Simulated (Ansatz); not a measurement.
# C2H6O2Te: the cost of one run

Method: RKS PBE-D4/def2-SVP, in Ansatz 0.2.0.

### Step 1. Starting point

Bond lengths: C1–O2 1.363 Å, O2–C3 1.406 Å, C3–O4 1.486 Å, C3–Te5 2.170 Å, C1–H6 1.182 Å, C1–H7 1.130 Å, C1–H8 1.063 Å, C3–H9 1.084 Å, O4–H10 0.941 Å, Te5–H11 1.730 Å. Angles (14 of 15 angles, heavy atoms first): C1–O2–C3 110.4°, O2–C3–O4 110.1°, O2–C3–Te5 108.1°, O4–C3–Te5 105.7°, O2–C1–H6 110.6°, O2–C1–H7 113.9°, O2–C1–H8 112.0°, O2–C3–H9 114.0°, O4–C3–H9 109.0°, Te5–C3–H9 109.6°, C3–O4–H10 105.6°, C3–Te5–H11 88.3°, H6–C1–H7 106.2°, H6–C1–H8 105.8°.

As a file:

```xyz
11

C    -1.1152   -0.1790    1.1304
O    -0.2098   -0.8169    0.3362
C     0.5336    0.1177   -0.4065
O     1.5961    0.7158    0.4434
Te    1.5746   -0.9490   -1.9838
H    -1.9081    0.4003    0.4733
H    -0.6573    0.5896    1.8209
H    -1.6738   -0.8614    1.7246
H    -0.0639    0.9131   -0.8381
H     1.9570    1.4227   -0.0623
H     0.0322   -1.4099   -2.6175
```

### Step 2. End point A

input.yaml reads:

```yaml
crystal:
  periodic: [false, false, false]
  atoms:
    - { symbol: C, position_ang: [-1.1152, -0.179, 1.1304] }
    - { symbol: O, position_ang: [-0.2098, -0.8169, 0.3362] }
    - { symbol: C, position_ang: [0.5336, 0.1177, -0.4065] }
    - { symbol: O, position_ang: [1.5961, 0.7158, 0.4434] }
    - { symbol: Te, position_ang: [1.5746, -0.949, -1.9838] }
    - { symbol: H, position_ang: [-1.9081, 0.4003, 0.4733] }
    - { symbol: H, position_ang: [-0.6573, 0.5896, 1.8209] }
    - { symbol: H, position_ang: [-1.6738, -0.8614, 1.7246] }
    - { symbol: H, position_ang: [-0.0639, 0.9131, -0.8381] }
    - { symbol: H, position_ang: [1.957, 1.4227, -0.0623] }
    - { symbol: H, position_ang: [0.0322, -1.4099, -2.6175] }
basis:
  gaussian: { orbitals: def2-SVP }
hamiltonian:
  xc: pbe
  dispersion: d4
relax:
  f_tol: 0.015
  max_steps: 40
```

On the command line:

```sh
$ ansatz run input.yaml --threads 2 --pin off --max-ram 3072MiB --backend cpu --events-out ev --progress --plain --runs-dir out
```

What time and memory should one allow on 2 threads of Arm Neoverse V1, shared host?

About 44 s, with a peak of 0.15 GiB.
